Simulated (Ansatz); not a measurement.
# GeH₃Se radical: how energies converge with the basis set

Aim: see how fast density functionals converge with the basis set for GeH₃Se radical.

Computed with Ansatz 0.2.0, Gaussian basis. Level: one geometry, several basis sets.

The runs, in order: PBE0-D4/def2-SVP; ωB97M-V/def2-SVP; PBE0-D4/def2-QZVPP; ωB97M-V/def2-QZVPP; the functionals' def2-TZVPP values are taken from earlier runs.

### 1 Structure used throughout

An earlier PBE0-D4/def2-TZVP relaxation fixed the geometry.

SMILES `[GeH2][SeH]`, 5 atoms, charge 0, spin multiplicity 2.

Atoms are counted from 1 here; the program's logs count them from 0.

Bond lengths: Ge1–Se2 2.351 Å, Ge1–H3 1.550 Å, Ge1–H4 1.547 Å, Se2–H5 1.469 Å. Angles: Se2–Ge1–H3 109.3°, Se2–Ge1–H4 104.7°, H3–Ge1–H4 110.3°, Ge1–Se2–H5 92.9°.

### 2 PBE0-D4 in def2-SVP

The input, in.yaml:

```yaml
crystal:
  periodic: [false, false, false]
  atoms:
    - {symbol: Ge, position_ang: [-0.689492, -0.410779, 0.276227]}
    - {symbol: Se, position_ang: [0.635197, 1.451955, -0.274943]}
    - {symbol: H, position_ang: [0.167148, -1.698097, 0.171894]}
    - {symbol: H, position_ang: [-1.809085, -0.424334, -0.790830]}
    - {symbol: H, position_ang: [1.746332, 1.007556, 0.576252]}
basis:
  gaussian: {orbitals: def2-SVP}
magnetization: {spin_polarized: true, initial_magnetization: 1}
hamiltonian: {xc: pbe0, dispersion: d4}
output: {orbitals: {seedname: orbitals}}
```

Launch:

```
$ ansatz run in.yaml --threads 2 --pin off --events-out ev --progress --plain --max-ram 32768MiB --backend cpu
```

After this run come: ωB97M-V in def2-SVP; PBE0-D4 in def2-QZVPP; ωB97M-V in def2-QZVPP.

Q: Predict the results of all the runs planned. Wanted: PBE0-D4: double and triple zeta above quadruple; ωB97M-V: double and triple zeta above quadruple.

As calculated:

| quantity | value |
| --- | --- |
| PBE0-D4: double and triple zeta above quadruple | 17.79, 2.60 eV |
| ωB97M-V: double and triple zeta above quadruple | 17.68, 2.54 eV |

For PBE0-D4 the step from double to triple zeta gains 15.18 eV and the next only 2.60 eV. These are total energies; as a rule much of such shifts cancels in differences, which this series doesn't test.
